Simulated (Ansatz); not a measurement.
# H₄OSiZn: ionisation energy by level of theory

The task here is to estimate one member of a computed series from the others.

Computed with Ansatz 0.2.0, Gaussian basis. Level: unrestricted cation, the program's frozen cores in correlated methods.

Plan: UKS PBE-D4/def2-TZVPP; UKS r2SCAN-D4/def2-TZVPP; UKS PBE0-D4/def2-TZVPP; UKS B3LYP-D4/def2-TZVPP; UKS wB97X-V/def2-TZVPP; UKS wB97M-V/def2-TZVPP; UKS B2PLYP (frozen core with 3s3p of Cu, Zn)/def2-TZVPP; UHF-CCSD(T) with 3s3p of Cu, Zn/def2-TZVPP; UHF-CCSD(T) with 3s3p of Cu, Zn/def2-QZVPP; extrapolation to the limit; then −ε(HOMO) from the neutral's earlier runs with LDA (SPW92), PBE-D4, revPBE-D4, BLYP-D4, r2SCAN-D4, B97M-V, PBE0-D4, B3LYP-D4, r2SCANh-D4, r2SCAN0-D4, HSE06-D4, BHLYP-D4, CAM-B3LYP-D4, LC-ωPBE, ωB97X-V, ωB97M-V.

## Structure used throughout

The geometry comes from an earlier relaxation with PBE0-D4 in a triple-zeta def2 set; it is a stationary point, not always the lowest conformer.

SMILES `[SiH3][O][ZnH]`, 7 atoms, charge 0, spin multiplicity 1.

Atoms are counted from 1 here; the program's logs count them from 0.

Bond lengths: Si1–O2 1.617 Å, Si1–H4 1.493 Å, Si1–H5 1.489 Å, Si1–H6 1.492 Å, O2–Zn3 1.763 Å, Zn3–H7 1.509 Å. Angles: O2–Si1–H4 111.6°, O2–Si1–H5 109.9°, O2–Si1–H6 111.4°, H4–Si1–H5 108.1°, H4–Si1–H6 107.5°, H5–Si1–H6 108.1°, Si1–O2–Zn3 151.9°, O2–Zn3–H7 178.0°.

As a file:

```csv
atom,x (Å),y (Å),z (Å)
Si1,-0.8488,0.6823,-0.3704
O2,0.6079,0.0708,-0.0240
Zn3,1.6470,-1.1852,0.6474
H4,-1.7027,-0.3066,-1.0921
H5,-0.7020,1.8850,-1.2353
H6,-1.5790,1.0859,0.8667
H7,2.5777,-2.2322,1.2076
```

The first run:

Contents of in.yaml:

```yaml
crystal:
  periodic: [false, false, false]
  atoms:
    - {symbol: Si, position_ang: [-0.848813, 0.682329, -0.370392]}
    - {symbol: O, position_ang: [0.607882, 0.070772, -0.023957]}
    - {symbol: Zn, position_ang: [1.646985, -1.185152, 0.647436]}
    - {symbol: H, position_ang: [-1.702737, -0.306632, -1.092092]}
    - {symbol: H, position_ang: [-0.702042, 1.885003, -1.235293]}
    - {symbol: H, position_ang: [-1.578969, 1.085905, 0.866666]}
    - {symbol: H, position_ang: [2.577703, -2.232233, 1.207642]}
basis:
  gaussian: {orbitals: def2-TZVPP}
total_charge: 1
magnetization: {spin_polarized: true, initial_magnetization: 1}
hamiltonian: {xc: pbe, dispersion: d4}
```

Run with:

```bash
$ ansatz run in.yaml --threads 2 --pin off --events-out ev --progress --plain --max-ram 32768MiB --backend cpu
```

Steps of the session up to this table: Cation, UKS PBE-D4/def2-TZVPP; Cation, UKS r2SCAN-D4/def2-TZVPP; Cation, UKS PBE0-D4/def2-TZVPP; Cation, UKS B3LYP-D4/def2-TZVPP; Cation, UKS wB97X-V/def2-TZVPP; Cation, UKS wB97M-V/def2-TZVPP; Cation, UKS B2PLYP (frozen core with 3s3p of Cu, Zn)/def2-TZVPP; Cation, UHF-CCSD(T) with 3s3p of Cu, Zn/def2-TZVPP; Cation, UHF-CCSD(T) with 3s3p of Cu, Zn/def2-QZVPP.

One table of the session follows, with a row left open; its other results are not shown here.

For comparison, −ε(HOMO) of the neutral from earlier runs:

| functional | −ε(HOMO) (eV) |
| --- | --- |
| LDA (SPW92) | 6.92 |
| PBE-D4 | 6.81 |
| revPBE-D4 | 6.76 |
| BLYP-D4 | 6.73 |
| r2SCAN-D4 | 7.13 |
| B97M-V | 7.23 |
| PBE0-D4 | 8.20 |
| B3LYP-D4 | 8.00 |
| r2SCANh-D4 | 7.65 |
| r2SCAN0-D4 | 8.43 |
| HSE06-D4 | ? |
| BHLYP-D4 | 9.56 |
| CAM-B3LYP-D4 | 9.65 |
| LC-ωPBE | 11.00 |
| ωB97X-V | 10.66 |
| ωB97M-V | 10.53 |

Estimate the missing values for HSE06-D4.

As computed: −ε(HOMO) (eV): 7.80. In the column «−ε(HOMO) (eV)» it lies between r2SCANh-D4 (7.65) and B3LYP-D4 (8.00).
